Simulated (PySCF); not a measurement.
# H3Ge···C2H2N: magnetic exchange

Aim: compute the magnetic exchange of H3Ge···C2H2N.

Computed with PySCF 2.14.0 and routines of our own; the level stands in each step. Atoms count from 0.

## (1) The starting structure

9 atoms, charge 0, high-spin multiplicity 3; geometry from: GFN2-xTB fragments, placed rigidly.

The system (radical pair): H3Ge···C2H2N. The radical centres are 3.26 Å apart, edge to face; the spin sites are atoms 0, 1, 2, 3 (1 unpaired) and atoms 4, 5, 6, 7, 8 (1 unpaired).

## (2) Magnetic exchange: CASSCF and SC-NEVPT2/def2-SVP (2,2)

Job settings and geometry (Å):

```
{"job": {"kind": "cas", "basis": "def2-SVP", "active": "magnetic", "zfs": true}, "charge": 0, "high_spin_multiplicity": 3, "spin_sites": [[[0, 1, 2, 3], 1], [[4, 5, 6, 7, 8], 1]]}
Ge    -0.777800    -0.000100    -1.719600
H     -0.612900     1.378100    -2.388900
H     -2.053700    -0.546400    -2.388900
H      0.333500    -0.831800    -2.388900
C      0.622200    -0.000100     1.220400
C      0.622700    -0.000700     2.574800
N      0.622400    -0.000300     3.737500
H      1.085500    -0.802400     0.675200
H      0.158100     0.803900     0.678400
```

Level: CASSCF and SC-NEVPT2/def2-SVP spin states, gas phase.

The run is started by

```
OMP_NUM_THREADS=1 python exch_run.py task.json out
```

The driver reads the jobs from task.json and runs them one after another.

The program printed:

```text
start orbitals: natural orbitals of the high-spin HF determinant (converged)
active space: 2 electrons in 2 orbitals, 27 closed; orbitals optimised for multiplicities 3 1
macro   0  E = -2207.9684382719  dE =  0.000e+00  |g| = 8.271e-02
macro   1  E = -2207.9708887649  dE = -2.450e-03  |g| = 4.661e-02
macro   2  E = -2207.9731431470  dE = -2.254e-03  |g| = 5.276e-02
macro   3  E = -2207.9736806049  dE = -5.375e-04  |g| = 3.759e-02
macro   4  E = -2207.9739665795  dE = -2.860e-04  |g| = 1.775e-02
macro   5  E = -2207.9739969221  dE = -3.034e-05  |g| = 6.039e-03
macro   6  E = -2207.9740022093  dE = -5.287e-06  |g| = 2.326e-03
macro   7  E = -2207.9740040799  dE = -1.871e-06  |g| = 1.104e-03
macro   8  E = -2207.9740044522  dE = -3.723e-07  |g| = 5.589e-04
macro   9  E = -2207.9740045151  dE = -6.291e-08  |g| = 1.451e-04
CASSCF converged, mean energy = -2207.9740045151
2S+1 = 3  root 0  E(CAS) = -2207.97162215  E(NEVPT2) = -2208.60353666  occupations 1.000 1.000
2S+1 = 1  root 0  E(CAS) = -2207.97638688  E(NEVPT2) = -2208.60903407  occupations 1.311 0.689
2S+1 = 1  root 1  E(CAS) = -2207.71564823  E(NEVPT2) = -2208.48100493  occupations 1.867 0.133
2S+1 = 1  root 2  E(CAS) = -2207.69744069  E(NEVPT2) = -2208.44068621  occupations 1.893 0.107
D(spin-spin) = -0.0937 cm-1, E/D = 0.079
D(spin-orbit) = 0.0001 cm-1, D(total) = -0.0937 cm-1, E/D = 0.079
```

Wall time 4.6 s (1 thread of Arm Neoverse V1, shared host); peak memory 0.26 GiB.

From this job:

```csv
quantity,value
J (CASSCF),-523 cm⁻¹
J (NEVPT2),-603 cm⁻¹
low less high spin (NEVPT2),-3.4 kcal/mol
diradical index y0,0.69
zero-field D,-0.094 cm⁻¹
```

Mulliken spin populations of the high-spin state:

```csv
atom,value (e)
Ge0,0.92
H1,0.03
H2,0.03
H3,0.03
C4,0.86
C5,0.01
N6,0.14
H7,0.00
H8,0.00
```

Orbitals, density, ELF and potential are computed afterwards from the orbital file.

The spin density lies nearest to Ge0 32 %; C4 31 %; H8 9 %; N6 7 %.

## (3) Magnetic exchange: HF/def2-SVP

Settings changed since step 2:

```diff
@@ -1,2 +1,2 @@
-{"job": {"kind": "cas", "basis": "def2-SVP", "active": "magnetic", "zfs": true}, "charge": 0, "high_spin_multiplicity": 3, "spin_sites": [[[0, 1, 2, 3], 1], [[4, 5, 6, 7, 8], 1]]}
+{"job": {"kind": "bs", "xc": "HF", "basis": "def2-SVP", "rks": true}, "charge": 0, "high_spin_multiplicity": 3, "spin_sites": [[[0, 1, 2, 3], 1], [[4, 5, 6, 7, 8], 1]]}
 Ge    -0.777800    -0.000100    -1.719600
```

Level: HF/def2-SVP high-spin, broken-symmetry and restricted single points, gas phase.

The program printed:

```text
high-spin state, multiplicity 3
final grid: 73312 points
cycle   1  E = -2207.8631194322  dE = -4.071e-01  |g| = 3.948e-01  |ddm| = 2.135e+00
cycle   2  E = -2207.9330994989  dE = -6.998e-02  |g| = 3.182e-01  |ddm| = 5.871e-01
cycle   3  E = -2207.9792669587  dE = -4.617e-02  |g| = 6.702e-02  |ddm| = 2.752e-01
cycle   4  E = -2207.9849915868  dE = -5.725e-03  |g| = 3.217e-02  |ddm| = 1.286e-01
cycle   5  E = -2207.9865789084  dE = -1.587e-03  |g| = 2.013e-02  |ddm| = 5.389e-02
cycle   6  E = -2207.9875702845  dE = -9.914e-04  |g| = 1.409e-02  |ddm| = 4.017e-02
cycle   7  E = -2207.9883447154  dE = -7.744e-04  |g| = 9.889e-03  |ddm| = 4.182e-02
cycle   8  E = -2207.9889013837  dE = -5.567e-04  |g| = 6.984e-03  |ddm| = 4.180e-02
cycle   9  E = -2207.9892547036  dE = -3.533e-04  |g| = 4.425e-03  |ddm| = 4.188e-02
cycle  10  E = -2207.9893766603  dE = -1.220e-04  |g| = 2.859e-03  |ddm| = 2.382e-02
cycle  11  E = -2207.9894311511  dE = -5.449e-05  |g| = 1.596e-03  |ddm| = 1.778e-02
cycle  12  E = -2207.9894463962  dE = -1.525e-05  |g| = 7.459e-04  |ddm| = 9.499e-03
cycle  13  E = -2207.9894493468  dE = -2.951e-06  |g| = 2.931e-04  |ddm| = 4.449e-03
cycle  14  E = -2207.9894495496  dE = -2.028e-07  |g| = 1.742e-04  |ddm| = 9.275e-04
cycle  15  E = -2207.9894495941  dE = -4.451e-08  |g| = 7.163e-05  |ddm| = 4.430e-04
cycle  16  E = -2207.9894496031  dE = -8.992e-09  |g| = 3.675e-05  |ddm| = 2.081e-04
converged SCF energy = -2207.9894496031

broken-symmetry state, M_S = 0, start: spins of the second site flipped
final grid: 73312 points
cycle   1  E = -2207.9816665289  dE = -1.602e-02  |g| = 5.195e-02  |ddm| = 2.006e-01
cycle   2  E = -2207.9859624389  dE = -4.296e-03  |g| = 3.236e-02  |ddm| = 9.571e-02
cycle   3  E = -2207.9886810500  dE = -2.719e-03  |g| = 1.716e-02  |ddm| = 9.605e-02
cycle   4  E = -2207.9894029920  dE = -7.219e-04  |g| = 1.376e-02  |ddm| = 3.364e-02
cycle   5  E = -2207.9899929732  dE = -5.900e-04  |g| = 9.591e-03  |ddm| = 3.399e-02
cycle   6  E = -2207.9904950100  dE = -5.020e-04  |g| = 7.111e-03  |ddm| = 3.818e-02
cycle   7  E = -2207.9909029747  dE = -4.080e-04  |g| = 4.192e-03  |ddm| = 4.931e-02
cycle   8  E = -2207.9910214036  dE = -1.184e-04  |g| = 2.570e-03  |ddm| = 2.527e-02
cycle   9  E = -2207.9910567795  dE = -3.538e-05  |g| = 1.554e-03  |ddm| = 1.286e-02
cycle  10  E = -2207.9910695795  dE = -1.280e-05  |g| = 8.603e-04  |ddm| = 7.834e-03
cycle  11  E = -2207.9910732876  dE = -3.708e-06  |g| = 3.315e-04  |ddm| = 4.824e-03
cycle  12  E = -2207.9910736477  dE = -3.601e-07  |g| = 1.305e-04  |ddm| = 1.396e-03
cycle  13  E = -2207.9910736892  dE = -4.154e-08  |g| = 4.839e-05  |ddm| = 4.494e-04
cycle  14  E = -2207.9910736939  dE = -4.624e-09  |g| = 2.037e-05  |ddm| = 1.585e-04
converged SCF energy = -2207.9910736939

<S^2> high spin = 2.1880, broken symmetry = 1.1657
E(HS) - E(BS) = 356.45 cm-1
J_noodleman = -356.45 cm-1
J_unprojected = -178.22 cm-1
J_yamaguchi = -348.67 cm-1

restricted closed-shell singlet
final grid: 73312 points
cycle   1  E = -2207.7699818162  dE =  1.305e-02  |g| = 6.004e-01  |ddm| = 1.672e+00
cycle   2  E = -2207.7876627384  dE = -1.768e-02  |g| = 5.701e-01  |ddm| = 1.595e+00
cycle   3  E = -2207.8913163878  dE = -1.037e-01  |g| = 4.073e-02  |ddm| = 7.413e-01
cycle   4  E = -2207.8924747439  dE = -1.158e-03  |g| = 3.188e-02  |ddm| = 1.066e-01
cycle   5  E = -2207.8929368454  dE = -4.621e-04  |g| = 1.894e-02  |ddm| = 6.185e-02
cycle   6  E = -2207.8931269138  dE = -1.901e-04  |g| = 6.696e-03  |ddm| = 5.118e-02
cycle   7  E = -2207.8931598996  dE = -3.299e-05  |g| = 2.562e-03  |ddm| = 2.797e-02
cycle   8  E = -2207.8931661858  dE = -6.286e-06  |g| = 1.051e-03  |ddm| = 1.332e-02
cycle   9  E = -2207.8931675587  dE = -1.373e-06  |g| = 4.078e-04  |ddm| = 5.047e-03
cycle  10  E = -2207.8931678178  dE = -2.591e-07  |g| = 2.001e-04  |ddm| = 1.828e-03
cycle  11  E = -2207.8931678592  dE = -4.143e-08  |g| = 6.928e-05  |ddm| = 6.941e-04
cycle  12  E = -2207.8931678668  dE = -7.550e-09  |g| = 2.947e-05  |ddm| = 2.887e-04
converged SCF energy = -2207.8931678668
```

It took 2.7 s on 1 thread of Arm Neoverse V1, shared host; peak memory 0.26 GiB.

The high-spin determinant is itself spin-contaminated (⟨S²⟩ 2.19 against 2.00), which the projection doesn't allow for.

In short:

```csv
quantity,value
J (Yamaguchi),-349 cm⁻¹
"low less high spin, projected",-2.2 kcal/mol
closed shell less high spin (no spin gap: the broken-symmetry state lies far lower),60.4 kcal/mol
```

## (4) Magnetic exchange: r2SCAN/def2-SVP

Settings changed since step 3:

```diff
@@ -1,2 +1,2 @@
-{"job": {"kind": "bs", "xc": "HF", "basis": "def2-SVP", "rks": true}, "charge": 0, "high_spin_multiplicity": 3, "spin_sites": [[[0, 1, 2, 3], 1], [[4, 5, 6, 7, 8], 1]]}
+{"job": {"kind": "bs", "xc": "r2SCAN", "grid": 2, "basis": "def2-SVP", "rks": true}, "charge": 0, "high_spin_multiplicity": 3, "spin_sites": [[[0, 1, 2, 3], 1], [[4, 5, 6, 7, 8], 1]]}
 Ge    -0.777800    -0.000100    -1.719600
```

Method: r2SCAN/def2-SVP high-spin, broken-symmetry and restricted single points, gas phase.

The program printed:

```text
high-spin state, multiplicity 3
final grid: 73312 points
cycle   1  E = -2210.3742837145  dE = -2.917e-02  |g| = 1.287e-01  |ddm| = 4.323e-01
cycle   2  E = -2210.3745155843  dE = -2.319e-04  |g| = 1.395e-01  |ddm| = 1.497e-01
cycle   3  E = -2210.3781249265  dE = -3.609e-03  |g| = 6.208e-02  |ddm| = 1.060e-01
cycle   4  E = -2210.3800137101  dE = -1.889e-03  |g| = 1.499e-02  |ddm| = 5.139e-02
cycle   5  E = -2210.3802882572  dE = -2.745e-04  |g| = 8.031e-03  |ddm| = 3.159e-02
cycle   6  E = -2210.3803772408  dE = -8.898e-05  |g| = 1.741e-03  |ddm| = 2.071e-02
cycle   7  E = -2210.3803822186  dE = -4.978e-06  |g| = 6.550e-04  |ddm| = 4.589e-03
cycle   8  E = -2210.3803829075  dE = -6.889e-07  |g| = 3.302e-04  |ddm| = 1.860e-03
cycle   9  E = -2210.3803829872  dE = -7.970e-08  |g| = 1.441e-04  |ddm| = 5.292e-04
cycle  10  E = -2210.3803830027  dE = -1.550e-08  |g| = 3.943e-05  |ddm| = 2.166e-04
cycle  11  E = -2210.3803830038  dE = -1.083e-09  |g| = 1.232e-05  |ddm| = 6.001e-05
converged SCF energy = -2210.3803830038

broken-symmetry state, M_S = 0, start: spins of the second site flipped
final grid: 73312 points
cycle   1  E = -2210.3834575087  dE = -8.890e-03  |g| = 1.606e-02  |ddm| = 3.309e-01
cycle   2  E = -2210.3837990130  dE = -3.415e-04  |g| = 1.427e-02  |ddm| = 5.841e-02
cycle   3  E = -2210.3838461585  dE = -4.715e-05  |g| = 1.399e-02  |ddm| = 2.201e-02
cycle   4  E = -2210.3839484848  dE = -1.023e-04  |g| = 7.649e-03  |ddm| = 1.687e-02
cycle   5  E = -2210.3839899629  dE = -4.148e-05  |g| = 2.072e-03  |ddm| = 1.021e-02
cycle   6  E = -2210.3839952024  dE = -5.239e-06  |g| = 7.035e-04  |ddm| = 4.438e-03
cycle   7  E = -2210.3839962487  dE = -1.046e-06  |g| = 3.471e-04  |ddm| = 2.284e-03
cycle   8  E = -2210.3839964087  dE = -1.600e-07  |g| = 1.501e-04  |ddm| = 8.214e-04
cycle   9  E = -2210.3839964341  dE = -2.536e-08  |g| = 6.696e-05  |ddm| = 3.533e-04
cycle  10  E = -2210.3839964376  dE = -3.513e-09  |g| = 1.935e-05  |ddm| = 1.216e-04
converged SCF energy = -2210.3839964376

<S^2> high spin = 2.0262, broken symmetry = 0.9380
E(HS) - E(BS) = 793.06 cm-1
J_noodleman = -793.06 cm-1
J_unprojected = -396.53 cm-1
J_yamaguchi = -728.75 cm-1

restricted closed-shell singlet
final grid: 73312 points
cycle   1  E = -2209.9432595734  dE =  3.544e-01  |g| = 8.594e-01  |ddm| = 2.129e+00
cycle   2  E = -2201.5663900942  dE =  8.377e+00  |g| = 3.266e+00  |ddm| = 4.868e+00
cycle   3  E = -2210.0394163292  dE = -8.473e+00  |g| = 8.568e-01  |ddm| = 3.961e+00
cycle   4  E = -2210.3111151362  dE = -2.717e-01  |g| = 3.007e-01  |ddm| = 1.076e+00
cycle   5  E = -2210.2419955128  dE =  6.912e-02  |g| = 4.484e-01  |ddm| = 1.279e+00
cycle   6  E = -2210.3531154450  dE = -1.111e-01  |g| = 1.366e-01  |ddm| = 9.948e-01
cycle   7  E = -2210.3539502624  dE = -8.348e-04  |g| = 1.059e-01  |ddm| = 1.058e-01
cycle   8  E = -2210.3600038052  dE = -6.054e-03  |g| = 4.057e-02  |ddm| = 2.464e-01
cycle   9  E = -2210.3604512259  dE = -4.474e-04  |g| = 2.221e-02  |ddm| = 9.480e-02
cycle  10  E = -2210.3606368157  dE = -1.856e-04  |g| = 1.319e-02  |ddm| = 1.633e-02
cycle  11  E = -2210.3606544015  dE = -1.759e-05  |g| = 1.179e-02  |ddm| = 2.905e-03
cycle  12  E = -2210.3607253283  dE = -7.093e-05  |g| = 4.185e-03  |ddm| = 1.367e-02
cycle  13  E = -2210.3607352687  dE = -9.940e-06  |g| = 9.732e-04  |ddm| = 5.961e-03
cycle  14  E = -2210.3607358003  dE = -5.315e-07  |g| = 8.105e-05  |ddm| = 1.582e-03
cycle  15  E = -2210.3607358039  dE = -3.618e-09  |g| = 2.963e-06  |ddm| = 1.425e-04
converged SCF energy = -2210.3607358039
```

It took 32 s on 1 thread of Arm Neoverse V1, shared host; peak memory 0.39 GiB.

In short:

```csv
quantity,value
J (Yamaguchi),-729 cm⁻¹
"low less high spin, projected",-4.2 kcal/mol
closed shell less high spin (no spin gap: the broken-symmetry state lies far lower),12.3 kcal/mol
```

## (5) Magnetic exchange: CASSCF and SC-NEVPT2/def2-SVP (6,6)

Settings changed since step 4:

```diff
@@ -1,2 +1,2 @@
-{"job": {"kind": "bs", "xc": "r2SCAN", "grid": 2, "basis": "def2-SVP", "rks": true}, "charge": 0, "high_spin_multiplicity": 3, "spin_sites": [[[0, 1, 2, 3], 1], [[4, 5, 6, 7, 8], 1]]}
+{"job": {"kind": "cas", "basis": "def2-SVP", "active": "natural", "max": 6, "thr": 0.008, "zfs": false}, "charge": 0, "high_spin_multiplicity": 3, "spin_sites": [[[0, 1, 2, 3], 1], [[4, 5, 6, 7, 8], 1]]}
 Ge    -0.777800    -0.000100    -1.719600
```

Level: CASSCF and SC-NEVPT2/def2-SVP spin states, gas phase.

The program printed:

```text
start orbitals: natural orbitals of the high-spin HF determinant (converged)
active space: 6 electrons in 6 orbitals, 25 closed; orbitals optimised for multiplicities 3 1
macro   0  E = -2208.0531796361  dE =  0.000e+00  |g| = 1.077e-01
macro   1  E = -2208.0577024229  dE = -4.523e-03  |g| = 3.518e-02
macro   2  E = -2208.0581740375  dE = -4.716e-04  |g| = 9.297e-03
macro   3  E = -2208.0581874886  dE = -1.345e-05  |g| = 2.903e-03
macro   4  E = -2208.0581894813  dE = -1.993e-06  |g| = 7.736e-04
macro   5  E = -2208.0581897524  dE = -2.711e-07  |g| = 5.274e-04
macro   6  E = -2208.0581898916  dE = -1.392e-07  |g| = 2.983e-04
macro   7  E = -2208.0581899266  dE = -3.496e-08  |g| = 2.109e-04
CASSCF converged, mean energy = -2208.0581899266
2S+1 = 3  root 0  E(CAS) = -2208.05587581  E(NEVPT2) = -2208.59786738  occupations 1.936 1.935 1.003 1.000 0.064 0.062
2S+1 = 1  root 0  E(CAS) = -2208.06050404  E(NEVPT2) = -2208.60290570  occupations 1.936 1.935 1.303 0.701 0.064 0.061
```

Wall time 1.6 s (1 thread of Arm Neoverse V1, shared host); peak memory 0.39 GiB.

In short:

```csv
quantity,value
J (CASSCF),-508 cm⁻¹
J (NEVPT2),-553 cm⁻¹
low less high spin (NEVPT2),-3.2 kcal/mol
diradical index y0,0.70
```

## (6) The levels compared

J for H = −2J S1·S2; the gap is low spin less high spin (projected; unprojected where the broken-symmetry state collapsed; or NEVPT2):

```csv
step,level,geometry,J (cm⁻¹),gap (kcal/mol),time
2,"CASSCF and SC-NEVPT2/def2-SVP (2,2)",one,-603,-3.4,4.6 s
3,HF/def2-SVP,one,-349,-2.2,2.7 s
4,r2SCAN/def2-SVP,one,-729,-4.2,32 s
5,"CASSCF and SC-NEVPT2/def2-SVP (6,6)",one,-553,-3.2,1.6 s
```

CASSCF times leave out a start SCF that an earlier step had already made.

## (7) What came out

| quantity | value |
| --- | --- |
| J (CASSCF) (step 2, CASSCF and SC-NEVPT2/def2-SVP (2,2)) | -523 cm⁻¹ |
| J (NEVPT2) (step 2, CASSCF and SC-NEVPT2/def2-SVP (2,2)) | -603 cm⁻¹ |
| low less high spin (NEVPT2) (step 2, CASSCF and SC-NEVPT2/def2-SVP (2,2)) | -3.4 kcal/mol |
| diradical index y0 (step 2, CASSCF and SC-NEVPT2/def2-SVP (2,2)) | 0.69 |
| J | -729 (r2SCAN/def2-SVP) to -349 cm⁻¹ (HF/def2-SVP) |

In step 3 the high-spin state is spin-contaminated, so its J is rough. The levels with a meaningful J put the low-spin state lower (antiferromagnetic coupling), from -729 to -349 cm⁻¹.
